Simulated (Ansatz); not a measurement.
**CH2BF3O2S: a ladder of functionals and wavefunction methods**

One table from this session's results is given with a row withheld; the runs are named, their logs left out.

The runs use Ansatz 0.2.0, Gaussian basis; functionals in def2-TZVPP, the program's frozen cores in correlated methods.

Plan: PBE-D4, r2SCAN-D4, PBE0-D4, B3LYP-D4, ωB97X-V, ωB97M-V, B2PLYP; CCSD(T)/def2-TZVPP; MP2/def2-QZVPP; extrapolation to the limit.

## The geometry

An earlier PBE0-D4 in a triple-zeta def2 set relaxation fixed the geometry.

SMILES `OB(O)SC(F)(F)F`, 10 atoms, charge 0, spin multiplicity 1.

Atoms are counted from 1 here; the program's logs count them from 0.

Bond lengths: O1–B2 1.353 Å, O1–H9 0.962 Å, B2–O3 1.353 Å, B2–S4 1.848 Å, O3–H10 0.960 Å, S4–C5 1.800 Å, C5–F6 1.327 Å, C5–F7 1.348 Å, C5–F8 1.336 Å. Angles: B2–O1–H9 112.3°, O1–B2–O3 120.8°, O1–B2–S4 112.5°, O3–B2–S4 126.7°, B2–O3–H10 116.5°, B2–S4–C5 101.2°, S4–C5–F6 109.0°, S4–C5–F7 113.1°, S4–C5–F8 113.1°, F6–C5–F7 107.5°, F6–C5–F8 108.0°, F7–C5–F8 106.0°.

Coordinates:

```mol
CH2BF3O2S
  3D, bonds by distance, orders not assigned

 10  9  0  0  0  0  0  0  0  0999 V2000
   -2.1857    0.1612   -1.2177 O   0  0
   -1.0530   -0.1317   -0.5380 B   0  0
   -0.6468   -1.4132   -0.3880 O   0  0
   -0.2166    1.3762    0.1255 S   0  0
    1.3378    0.6852    0.7127 C   0  0
    2.0241    1.6346    1.3354 F   0  0
    1.1691   -0.3304    1.5834 F   0  0
    2.1016    0.2035   -0.2721 F   0  0
   -2.6447   -0.6282   -1.5199 H   0  0
    0.1141   -1.5572    0.1786 H   0  0
  1  2  8  0
  2  3  8  0
  2  4  8  0
  4  5  8  0
  5  6  8  0
  5  7  8  0
  5  8  8  0
  1  9  8  0
  3 10  8  0
M  END
```

Set-up of the first run:

File in.yaml:

```yaml
crystal:
  periodic: [false, false, false]
  atoms:
    - {symbol: O, position_ang: [-2.185670, 0.161229, -1.217699]}
    - {symbol: B, position_ang: [-1.052962, -0.131725, -0.538015]}
    - {symbol: O, position_ang: [-0.646794, -1.413250, -0.387981]}
    - {symbol: S, position_ang: [-0.216584, 1.376233, 0.125486]}
    - {symbol: C, position_ang: [1.337822, 0.685246, 0.712734]}
    - {symbol: F, position_ang: [2.024074, 1.634627, 1.335414]}
    - {symbol: F, position_ang: [1.169144, -0.330406, 1.583448]}
    - {symbol: F, position_ang: [2.101610, 0.203502, -0.272110]}
    - {symbol: H, position_ang: [-2.644734, -0.628238, -1.519926]}
    - {symbol: H, position_ang: [0.114106, -1.557229, 0.178640]}
basis:
  gaussian: {orbitals: def2-TZVPP}
hamiltonian: {xc: pbe, dispersion: d4}
output: {forces: true, orbitals: {seedname: orbitals}}
```

Started as:

```
$ ansatz run in.yaml --threads 2 --pin off --events-out ev --progress --plain --max-ram 32768MiB --backend cuda --devices 0, --max-vram 18GiB
```

Steps of the session up to this table: PBE-D4 (GGA); r2SCAN-D4 (meta-GGA); PBE0-D4 (hybrid); B3LYP-D4 (hybrid); ωB97X-V (range-separated); ωB97M-V (range-separated); B2PLYP (double hybrid); CCSD(T) in def2-TZVPP; MP2 in def2-QZVPP.

One table of the session follows, with a row left open; its other results are not shown here.

It belongs to the step «Atomisation energies». 

```
            method  atomisation energy (eV)
            PBE-D4                   45.257
         r2SCAN-D4                   43.839
           PBE0-D4                        ?
          B3LYP-D4                   43.004
           ωB97X-V                   43.494
           ωB97M-V                   43.673
            B2PLYP                   42.750
     HF/def2-TZVPP                   29.401
    MP2/def2-TZVPP                   44.025
   CCSD/def2-TZVPP                   40.918
CCSD(T)/def2-TZVPP                   41.923
           MP2/CBS                   45.382
       CCSD(T)/CBS                   43.281
```

Estimate the missing values for PBE0-D4.

As computed: atomisation energy (eV): 43.519. In the column «atomisation energy (eV)» it lies between ωB97X-V (43.494) and ωB97M-V (43.673).

Caveats from the session: Free atoms (2 O, 1 B, 1 S, 1 C, 3 F, 2 H) were run apart at each level; the atomisation energy is their sum less the molecule, without zero-point or spin-orbit terms.
